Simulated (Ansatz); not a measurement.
**C8H14O2: one species, many methods**

The task here is to estimate one member of a computed series from the others.

The runs use Ansatz 0.2.0, Gaussian basis; functionals in def2-TZVPP, the program's frozen cores in correlated methods.

Plan: LDA (SPW92), PBE-D4, revPBE-D4, BLYP-D4, r2SCAN-D4, B97M-V, PBE0-D4, B3LYP-D4, r2SCANh-D4, r2SCAN0-D4, HSE06-D4, BHLYP-D4, CAM-B3LYP-D4, LC-ωPBE, ωB97X-V, ωB97M-V, B2PLYP, PBE-QIDH; CCSD(T)/def2-SVP; CCSD(T)/def2-TZVPP; MP2/def2-QZVPP; extrapolation to the limit; RPA on PBE.

## The geometry

All runs share one geometry, relaxed beforehand with PBE0-D4 in a triple-zeta def2 set.

24 atoms, charge 0, spin multiplicity 1.

Atoms are counted from 1 here; the program's logs count them from 0.

Bond lengths: C1–C2 1.503 Å, C1–H11 1.088 Å, C1–H12 1.093 Å, C1–H13 1.095 Å, C2–O3 1.202 Å, C2–C4 1.532 Å, C4–C5 1.531 Å, C4–C8 1.532 Å, C4–H14 1.096 Å, C5–C6 1.503 Å, C5–O7 1.202 Å, C6–H15 1.095 Å, C6–H16 1.093 Å, C6–H17 1.088 Å, C8–C9 1.522 Å, C8–C10 1.522 Å, C8–H18 1.093 Å, C9–H19 1.091 Å and more. Angles: C2–C1–H11 110.3°, C2–C1–H12 110.9°, C2–C1–H13 109.1°, H11–C1–H12 110.1°, H11–C1–H13 109.7°, H12–C1–H13 106.7°, C1–C2–O3 122.3°, C1–C2–C4 116.6°, O3–C2–C4 121.1°, C2–C4–C5 106.8°, C2–C4–C8 111.4°, C2–C4–H14 108.4°, C5–C4–C8 111.5°, C5–C4–H14 108.4°, C8–C4–H14 110.2°, C4–C5–C6 116.6°, C4–C5–O7 121.1°, C6–C5–O7 122.3° and more.

Set-up of the first run:

Input file in.yaml:

```yaml
crystal:
  periodic: [false, false, false]
  atoms:
    - {symbol: C, position_ang: [1.169808, -0.241015, 2.405202]}
    - {symbol: C, position_ang: [1.323365, -0.267858, 0.910786]}
    - {symbol: O, position_ang: [2.353758, -0.580312, 0.376460]}
    - {symbol: C, position_ang: [0.090624, 0.116780, 0.087020]}
    - {symbol: C, position_ang: [0.290703, 1.567788, -0.359771]}
    - {symbol: C, position_ang: [-0.417916, 2.622576, 0.442168]}
    - {symbol: O, position_ang: [0.977370, 1.836277, -1.309103]}
    - {symbol: C, position_ang: [-0.095181, -0.819045, -1.111591]}
    - {symbol: C, position_ang: [-1.297261, -0.400572, -1.945561]}
    - {symbol: C, position_ang: [-0.241797, -2.263378, -0.655345]}
    - {symbol: H, position_ang: [2.127882, -0.429289, 2.886100]}
    - {symbol: H, position_ang: [0.763796, 0.717554, 2.739234]}
    - {symbol: H, position_ang: [0.449276, -1.008554, 2.704923]}
    - {symbol: H, position_ang: [-0.788545, 0.074153, 0.740055]}
    - {symbol: H, position_ang: [-1.498495, 2.502827, 0.314916]}
    - {symbol: H, position_ang: [-0.213051, 2.506486, 1.509746]}
    - {symbol: H, position_ang: [-0.117603, 3.614328, 0.109226]}
    - {symbol: H, position_ang: [0.811173, -0.723414, -1.715091]}
    - {symbol: H, position_ang: [-1.189320, 0.612104, -2.337975]}
    - {symbol: H, position_ang: [-1.421175, -1.072078, -2.798252]}
    - {symbol: H, position_ang: [-2.219312, -0.447599, -1.356028]}
    - {symbol: H, position_ang: [0.636141, -2.609826, -0.107148]}
    - {symbol: H, position_ang: [-1.121308, -2.384988, -0.013770]}
    - {symbol: H, position_ang: [-0.372920, -2.922944, -1.516222]}
basis:
  gaussian: {orbitals: def2-TZVPP}
hamiltonian: {xc: lda}
output: {orbitals: {seedname: orbitals}}
```

Run with:

```
$ ansatz run in.yaml --threads 4 --pin off --events-out ev --progress --plain --max-ram 63488MiB --backend cuda --devices 0, --max-vram 37GiB
```

Steps of the session up to this table: LDA; PBE-D4 (GGA); revPBE-D4 (GGA); BLYP-D4 (GGA); r2SCAN-D4 (meta-GGA); B97M-V (meta-GGA); PBE0-D4 (hybrid); B3LYP-D4 (hybrid); r2SCANh-D4 (hybrid); r2SCAN0-D4 (hybrid); HSE06-D4 (hybrid); BHLYP-D4 (hybrid); CAM-B3LYP-D4 (range-separated); LC-ωPBE (range-separated); ωB97X-V (range-separated); ωB97M-V (range-separated); B2PLYP (double hybrid); PBE-QIDH (double hybrid).

One of the session's tables, all rows but one given; the rest of the session is left out.

It belongs to the step «Frontier levels by functional». 

```
  functional  HOMO (eV)  gap (eV)
 LDA (SPW92)      -5.81      3.27
      PBE-D4      -5.62      3.35
   revPBE-D4      -5.54      3.38
     BLYP-D4      -5.54      3.39
   r2SCAN-D4      -5.90      3.81
      B97M-V      -6.08      4.10
     PBE0-D4      -7.14      5.95
    B3LYP-D4      -6.92      5.48
  r2SCANh-D4      -6.47      4.78
  r2SCAN0-D4      -7.34      6.25
    HSE06-D4      -6.74      5.16
    BHLYP-D4          ?         ?
CAM-B3LYP-D4      -8.59      8.60
     LC-ωPBE      -9.85     11.08
     ωB97X-V      -9.56     10.69
     ωB97M-V      -9.51     10.55
```

Q: Estimate the row for BHLYP-D4 from the others.

Worked estimate for «HOMO (eV)». Against the share of exact exchange, BLYP-D4 (0, -5.54), B3LYP-D4 (0.2, -6.92) give a slope of -6.90 per unit share; at 0.5 the line stands at -8.99.

**Answer.** HOMO (eV): -8.64; gap (eV): 8.67. In «HOMO (eV)» the line misses by -0.35.
